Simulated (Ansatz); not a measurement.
# SiC: the cost of one run

Method: DFT HSE06, scalar-relativistic, plane waves, PAW, in Ansatz 0.2.0.

### Step 1. Starting point

It takes space group F-43m (No. 216, cubic). The conventional cell has a = 4.295 Å, b = 4.295 Å, c = 4.295 Å, α = 90.00°, β = 90.00°, γ = 90.00°. Around Si (site symmetry -43m) lie 4 C at 1.86 Å. C (site symmetry -43m) is surrounded by 4 Si at 1.86 Å.

Coordinates:

```
Si C
1.0
     0.00000    2.14774    2.14774
     2.14774    0.00000    2.14774
     2.14774    2.14774    0.00000
Si C
1 1
Direct
  0.00000 0.00000 0.00000
  0.25000 0.25000 0.25000
```

The cell was made up by rule, so the compound may not exist in this form.

The cell is the ideal cubic zincblende prototype; whether it is the stable structure of this composition wasn't checked.

### Step 2. Coarse point 1 of the search for the rest volume

The input, input.yaml:

```yaml
crystal:
  lattice:
    - [0.0, 2.1477430014, 2.1477430014]
    - [2.1477430014, 0.0, 2.1477430014]
    - [2.1477430014, 2.1477430014, 0.0]
  atoms:
    - { symbol: Si, position: [0.0, 0.0, 0.0] }
    - { symbol: C, position: [0.25, 0.25, 0.25] }
basis:
  ecutwfc: 420
kpoints:
  mp_grid: { grid: [8, 8, 8] }
hamiltonian:
  xc: hse06
scf:
  occupations: { method: gaussian, width: 0.05 }
output:
  forces: true
  stress: true
  eigenvalues: true
```

Started as:

```console
$ ansatz run input.yaml --threads 4 --pin off --max-ram 12288MiB --backend cpu --events-out ev --progress --plain --runs-dir out
```

**Question.** How long does this run take on 4 threads of Arm Neoverse V1, shared host, and how much memory does it need?

About 6.4 s, with a peak of 0.95 GiB.
